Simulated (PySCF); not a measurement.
# [Tl(SH)4]−: other functionals and bases at one geometry

Aim: see how levels, charges and forces of [Tl(SH)4]− depend on the level of theory. The species was built from a template and needn't be a known compound.

Program: PySCF 2.14.0. Level of theory: several levels, as the steps say, no spin–orbit coupling. These are calculated values, not measurements.

3 further runs of the same task are left out: 1 for a known fault of the program, 2 set aside as unsound or not needed.

**1. The system as given**

9 atoms, charge -1, spin multiplicity 1.

Bond lengths: Tl1–S2 2.622 Å, Tl1–S4 2.622 Å, Tl1–S6 2.622 Å, Tl1–S8 2.622 Å, S2–H3 1.353 Å, S4–H5 1.353 Å, S6–H7 1.353 Å, S8–H9 1.353 Å. Angles: S2–Tl1–S4 90.0°, S2–Tl1–S6 179.9°, S2–Tl1–S8 90.0°, S4–Tl1–S6 90.0°, S4–Tl1–S8 179.9°, S6–Tl1–S8 90.0°, Tl1–S2–H3 92.2°, Tl1–S4–H5 92.2°, Tl1–S6–H7 92.2°, Tl1–S8–H9 92.2°.

Geometry (Å):

```
Tl    0.0000    0.0000    0.5281
S     2.5750    0.4959    0.5308
H     2.8805   -0.8144    0.6693
S    -0.4959    2.5750    0.5308
H     0.8144    2.8805    0.6693
S    -2.5750   -0.4959    0.5308
H    -2.8805    0.8144    0.6693
S     0.4959   -2.5750    0.5308
H    -0.8144   -2.8805    0.6693
```

Formal oxidation states: Tl +3. An earlier session relaxed this geometry at r2SCAN, Tl def2-SVP with ECP60, S def2-SVP, H def2-SVP (singlet, point group C4).

At r2SCAN on the finer grid: E = -1767.305551 Eh, HOMO -1.41 eV, LUMO 0.88 eV, Mulliken charge on Tl1 +0.41 e, largest force component 0.016 eV/Å. 

Levels to run: wB97X; PBE; HF; TPSSh; r2SCAN, x2c-SVP. Hardware: 2 threads of Intel Xeon Platinum 8488C (Sapphire Rapids), shared host.

**2. wB97X**

File run.py (the lines that set the calculation):

```python
mol = gto.M(atom='''
Tl     0.00000     0.00000     0.52808
S      2.57502     0.49589     0.53078
H      2.88046    -0.81439     0.66934
S     -0.49589     2.57502     0.53078
H      0.81439     2.88046     0.66934
S     -2.57502    -0.49589     0.53078
H     -2.88046     0.81439     0.66934
S      0.49589    -2.57502     0.53078
H     -0.81439    -2.88046     0.66934''',
    basis={'Tl': 'def2-SVP', 'S': 'def2-SVP', 'H': 'def2-SVP'},
    ecp={'Tl': 'def2-SVP'},
    charge=-1, spin=0)
mf = dft.RKS(mol, xc='WB97X')
mf.grids.atom_grid = (75, 302)
mf = mf.density_fit()  # fitting sets: Tl def2-universal-JKFIT, S def2-universal-JKFIT, H def2-universal-JKFIT
mf.conv_tol = 1e-08; mf.max_cycle = 55
mf.kernel(dm0)  # dm0: the density of the relaxed state
```

The run is started by

```console
OMP_NUM_THREADS=2 python run.py
```

**3. PBE**

Changes to run.py (the lines that set the calculation) since step 2:

```diff
@@ -13,3 +13,3 @@
     charge=-1, spin=0)
-mf = dft.RKS(mol, xc='WB97X')
+mf = dft.RKS(mol, xc='PBE')
 mf.grids.atom_grid = (75, 302)
```

**4. HF**

Changes to run.py (the lines that set the calculation) since step 3:

```diff
@@ -13,4 +13,3 @@
     charge=-1, spin=0)
-mf = dft.RKS(mol, xc='PBE')
-mf.grids.atom_grid = (75, 302)
+mf = scf.RHF(mol)
 mf = mf.density_fit()  # fitting sets: Tl def2-universal-JKFIT, S def2-universal-JKFIT, H def2-universal-JKFIT
```

**5. TPSSh**

Changes to run.py (the lines that set the calculation) since step 4:

```diff
@@ -13,3 +13,4 @@
     charge=-1, spin=0)
-mf = scf.RHF(mol)
+mf = dft.RKS(mol, xc='TPSSH')
+mf.grids.atom_grid = (75, 302)
 mf = mf.density_fit()  # fitting sets: Tl def2-universal-JKFIT, S def2-universal-JKFIT, H def2-universal-JKFIT
```

**6. r2SCAN, x2c-SVP**

Basis: Tl x2c-SVPall, S x2c-SVPall, H x2c-SVPall. All electrons are treated, with the spin-free X2C Hamiltonian.

File run.py (the lines that set the calculation):

```python
mol = gto.M(atom='''
Tl     0.00000     0.00000     0.52808
S      2.57502     0.49589     0.53078
H      2.88046    -0.81439     0.66934
S     -0.49589     2.57502     0.53078
H      0.81439     2.88046     0.66934
S     -2.57502    -0.49589     0.53078
H     -2.88046     0.81439     0.66934
S      0.49589    -2.57502     0.53078
H     -0.81439    -2.88046     0.66934''',
    basis={'Tl': 'x2c-SVPall', 'S': 'x2c-SVPall', 'H': 'x2c-SVPall'},
    nucmod='G',
    charge=-1, spin=0)
mf = dft.RKS(mol, xc='R2SCAN')
mf.grids.atom_grid = (99, 590)
mf = mf.density_fit()  # fitting sets: Tl AutoAux, S AutoAux, H AutoAux
mf = mf.sfx2c1e()
mf.conv_tol = 1e-08; mf.max_cycle = 55
mf.kernel(dm0)  # dm0: free metal ions and neutral atoms
```

**Question.** What will these runs give? Wanted: for each run, HOMO; gap; charge on Tl1; dipole; largest force.

**Answer**, as computed:

| level | state | HOMO (eV) | gap (eV) | charge on Tl1 (e) | dipole (D) | largest force (eV/Å) | basis functions | time |
| --- | --- | --- | --- | --- | --- | --- | --- | --- |
| r2SCAN (relaxed here) | singlet | -1.41 | 2.29 | 0.41 | 0.32 | 0.02 | 118 | 78 s |
| wB97X | singlet | -4.14 | 7.42 | 0.45 | 0.31 | 0.29 | 118 | 18 s |
| PBE | singlet | -1.10 | 2.05 | 0.27 | 0.29 | 0.29 | 118 | 16 s |
| HF | singlet | -4.26 | 8.89 | 0.72 | 0.31 | 0.58 | 118 | 4.8 s |
| TPSSh | singlet | -1.62 | 2.77 | 0.40 | 0.30 | 0.02 | 118 | 20 s |
| r2SCAN, x2c-SVP | singlet | -1.39 | 2.26 | 0.51 | 0.30 | 0.13 | 154 | 1.9 min |

Times are on 2 threads of Intel Xeon Platinum 8488C (Sapphire Rapids), shared host; the first row also made further properties. The dipole of a charged species depends on the origin, so these sizes hold for this origin alone.

In one basis the HOMO–LUMO gap runs from 2.05 eV (PBE) to 8.89 eV (HF). The largest leftover force, 0.58 eV/Å with HF, stands at a geometry relaxed at another level. The Mulliken charge on Tl spans +0.27 to +0.72 e over the levels. Total energies of different levels can't be compared. Spin–orbit coupling is left out throughout.
